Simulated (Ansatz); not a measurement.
# CH5AsSi: small, medium and large basis sets

One table from this session's results is given with a row withheld; the runs are named, their logs left out.

The runs use Ansatz 0.2.0, Gaussian basis; one geometry, several basis sets.

Plan: PBE0-D4/def2-SVP; ωB97M-V/def2-SVP; PBE0-D4/def2-QZVPP; ωB97M-V/def2-QZVPP; the functionals' def2-TZVPP values are taken from earlier runs.

**The geometry**

The geometry comes from an earlier relaxation with PBE0-D4 in a triple-zeta def2 set; it is a stationary point, not always the lowest conformer.

SMILES `C1[SiH2][AsH]1`, 8 atoms, charge 0, spin multiplicity 1.

Atoms are counted from 1 here; the program's logs count them from 0.

Bond lengths: C1–Si2 1.843 Å, C1–As3 2.046 Å, C1–H4 1.084 Å, C1–H5 1.086 Å, Si2–As3 2.317 Å, Si2–H6 1.480 Å, Si2–H7 1.479 Å, As3–H8 1.526 Å. Angles: Si2–C1–As3 72.9°, Si2–C1–H4 121.0°, Si2–C1–H5 118.1°, As3–C1–H4 114.8°, As3–C1–H5 110.5°, H4–C1–H5 112.8°, C1–Si2–As3 57.6°, C1–Si2–H6 117.5°, C1–Si2–H7 118.2°, As3–Si2–H6 118.8°, As3–Si2–H7 119.8°, H6–Si2–H7 113.8°, C1–As3–Si2 49.5°, C1–As3–H8 92.8°, Si2–As3–H8 89.3°.

The first run:

Input file in.yaml:

```yaml
crystal:
  periodic: [false, false, false]
  atoms:
    - {symbol: C, position_ang: [-0.770289, 0.017894, -0.575993]}
    - {symbol: Si, position_ang: [0.707832, 0.663140, 0.315663]}
    - {symbol: As, position_ang: [-0.538107, -1.122687, 1.107201]}
    - {symbol: H, position_ang: [-0.667219, -0.524028, -1.509291]}
    - {symbol: H, position_ang: [-1.690682, 0.591835, -0.522289]}
    - {symbol: H, position_ang: [0.581297, 1.973921, 0.990481]}
    - {symbol: H, position_ang: [2.040832, 0.422339, -0.277138]}
    - {symbol: H, position_ang: [0.428436, -2.079414, 0.415567]}
basis:
  gaussian: {orbitals: def2-SVP}
hamiltonian: {xc: pbe0, dispersion: d4}
output: {orbitals: {seedname: orbitals}}
```

Among the steps run: PBE0-D4 in def2-SVP; ωB97M-V in def2-SVP; PBE0-D4 in def2-QZVPP; ωB97M-V in def2-QZVPP.

One table of the session follows, with a row left open; its other results are not shown here.

It belongs to the step «Functionals by basis». 

| functional | basis | HOMO (eV) | LUMO (eV) |
| --- | --- | --- | --- |
| PBE0-D4 | def2-SVP | -6.90 | -0.12 |
| PBE0-D4 | def2-TZVPP | -6.89 | -0.33 |
| PBE0-D4 | def2-QZVPP | ? | ? |
| ωB97M-V | def2-SVP | -8.86 | 1.76 |
| ωB97M-V | def2-TZVPP | -8.86 | 1.39 |
| ωB97M-V | def2-QZVPP | -8.88 | 1.05 |

Estimate the missing values for PBE0-D4, def2-QZVPP.

The run gave: HOMO (eV): -6.90; LUMO (eV): -0.47.
